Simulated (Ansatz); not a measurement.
# CH6AlFSSi: up Jacob's ladder to CCSD(T)

One table from this session's results is given with a row withheld; the runs are named, their logs left out.

Method: functionals in def2-TZVPP, the program's frozen cores in correlated methods; program: Ansatz 0.2.0, Gaussian basis.

The runs, in order: PBE-D4, r2SCAN-D4, PBE0-D4, B3LYP-D4, ωB97X-V, ωB97M-V, B2PLYP; CCSD(T)/def2-TZVPP; MP2/def2-QZVPP; extrapolation to the limit.

### Structure used throughout

The geometry comes from an earlier relaxation with PBE0-D4 in a triple-zeta def2 set; it is a stationary point, not always the lowest conformer.

SMILES `F[CH]([SiH3])[AlH][SH]`, 11 atoms, charge 0, spin multiplicity 1.

Atoms are counted from 1 here; the program's logs count them from 0.

Bond lengths: F1–C2 1.414 Å, C2–Si3 1.888 Å, C2–Al4 1.981 Å, C2–H6 1.100 Å, Si3–H7 1.489 Å, Si3–H8 1.487 Å, Si3–H9 1.486 Å, Al4–S5 2.172 Å, Al4–H10 1.579 Å, S5–H11 1.347 Å. Angles: F1–C2–Si3 109.2°, F1–C2–Al4 109.5°, F1–C2–H6 107.2°, Si3–C2–Al4 114.4°, Si3–C2–H6 107.3°, Al4–C2–H6 108.9°, C2–Si3–H7 107.0°, C2–Si3–H8 110.1°, C2–Si3–H9 111.7°, H7–Si3–H8 108.9°, H7–Si3–H9 109.9°, H8–Si3–H9 109.2°, C2–Al4–S5 116.5°, C2–Al4–H10 122.7°, S5–Al4–H10 120.8°, Al4–S5–H11 91.2°.

The first run:

The input, in.yaml:

```yaml
crystal:
  periodic: [false, false, false]
  atoms:
    - {symbol: F, position_ang: [-1.594032, 0.625501, 0.362016]}
    - {symbol: C, position_ang: [-0.180134, 0.591404, 0.382007]}
    - {symbol: Si, position_ang: [0.391788, -0.806303, 1.515452]}
    - {symbol: Al, position_ang: [0.504893, 0.472002, -1.472844]}
    - {symbol: S, position_ang: [-0.979851, 0.247383, -3.041490]}
    - {symbol: H, position_ang: [0.162538, 1.536523, 0.828887]}
    - {symbol: H, position_ang: [1.877063, -0.731744, 1.582081]}
    - {symbol: H, position_ang: [-0.000028, -2.121324, 0.942536]}
    - {symbol: H, position_ang: [-0.182302, -0.678488, 2.879760]}
    - {symbol: H, position_ang: [2.045507, 0.513646, -1.816745]}
    - {symbol: H, position_ang: [-1.980141, 0.294599, -2.141161]}
basis:
  gaussian: {orbitals: def2-TZVPP}
hamiltonian: {xc: pbe, dispersion: d4}
output: {forces: true, orbitals: {seedname: orbitals}}
```

Launch:

```console
$ ansatz run in.yaml --threads 4 --pin off --events-out ev --progress --plain --max-ram 10444MiB
```

Steps of the session up to this table: PBE-D4 (GGA); r2SCAN-D4 (meta-GGA); PBE0-D4 (hybrid); B3LYP-D4 (hybrid); ωB97X-V (range-separated); ωB97M-V (range-separated); B2PLYP (double hybrid); CCSD(T) in def2-TZVPP; MP2 in def2-QZVPP.

One of the session's tables, all rows but one given; the rest of the session is left out.

```
            method  atomisation energy (kcal/mol)
            PBE-D4                          830.4
         r2SCAN-D4                          828.8
           PBE0-D4                          819.5
          B3LYP-D4                          822.4
           ωB97X-V                          832.1
           ωB97M-V                          829.3
            B2PLYP                          812.0
     HF/def2-TZVPP                          605.3
    MP2/def2-TZVPP                          810.5
   CCSD/def2-TZVPP                          791.5
CCSD(T)/def2-TZVPP                              ?
           MP2/CBS                          834.1
       CCSD(T)/CBS                          826.7
```

**Question.** Estimate the row for CCSD(T)/def2-TZVPP.

**Answer.** atomisation energy (kcal/mol): 803.1. In the column «atomisation energy (kcal/mol)» it lies between CCSD/def2-TZVPP (791.5) and MP2/def2-TZVPP (810.5).

Caveats from the session: Free atoms (1 F, 1 C, 1 Si, 1 Al, 1 S, 6 H) were run apart at each level; the atomisation energy is their sum less the molecule, without zero-point or spin-orbit terms.
